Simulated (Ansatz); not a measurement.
# LaI2: the cost of one run

Program: Ansatz 0.2.0. Level of theory: DFT r2SCAN, scalar-relativistic, plane waves, PAW. These are calculated values, not measurements.

## Step 1: The starting structure

It takes space group I4/mmm (No. 139, tetragonal). The conventional cell has a = 4.445 Å, b = 4.445 Å, c = 10.878 Å, α = 90.00°, β = 90.00°, γ = 90.00°. La (site symmetry 4/mmm) is surrounded by 10 I at 3.62 to 3.65 Å. Around I (site symmetry 4mm) lie 5 I at 3.58 to 3.65 Å and 5 La at 3.62 to 3.65 Å.

Structure file:

```cif
data_structure
_symmetry_space_group_name_H-M 'P 1'
_symmetry_Int_Tables_number 1
_cell_length_a 6.2818
_cell_length_b 6.2818
_cell_length_c 6.2818
_cell_angle_alpha 138.565
_cell_angle_beta 138.565
_cell_angle_gamma 60.039
_cell_volume 107.44
loop_
_atom_site_label
_atom_site_type_symbol
_atom_site_fract_x
_atom_site_fract_y
_atom_site_fract_z
_atom_site_occupancy
La1 La 0.00000 0.00000 0.00000 1
I1 I 0.33530 0.33530 0.00000 1
I2 I 0.66470 0.66470 0.00000 1
```

(A quick probe on a coarse mesh, which set the mesh and smearing, is not shown.)

## Step 3: Rough relaxation on the coarse mesh

File input.yaml:

```yaml
crystal:
  lattice:
    - [-2.2222711451, 2.2222711451, 5.4391028855]
    - [2.2222711451, -2.2222711451, 5.4391028855]
    - [2.2222711451, 2.2222711451, -5.4391028855]
  atoms:
    - { symbol: La, position: [0.0, 0.0, 0.0] }
    - { symbol: I, position: [0.3353, 0.3353, 0.0] }
    - { symbol: I, position: [0.6647, 0.6647, 0.0] }
basis:
  ecutwfc: 500
kpoints:
  mp_grid: { grid: [6, 6, 6] }
hamiltonian:
  xc: r2scan
scf:
  occupations: { method: gaussian, width: 0.1 }
output:
  forces: true
  stress: true
  eigenvalues: true
relax:
  adjacent_minimum: "off"
  f_tol: 0.05
  max_steps: 80
  cell: { stress_tol: 0.5 }
```

On the command line:

```console
ansatz run input.yaml --threads 2 --pin off --max-ram 5632MiB --backend cpu --events-out ev --progress --plain --runs-dir out
```

**Question.** How long does this run take on 2 threads of Arm Neoverse V2, shared host, and how much memory does it need?

About 98 s, with a peak of 1.5 GiB.
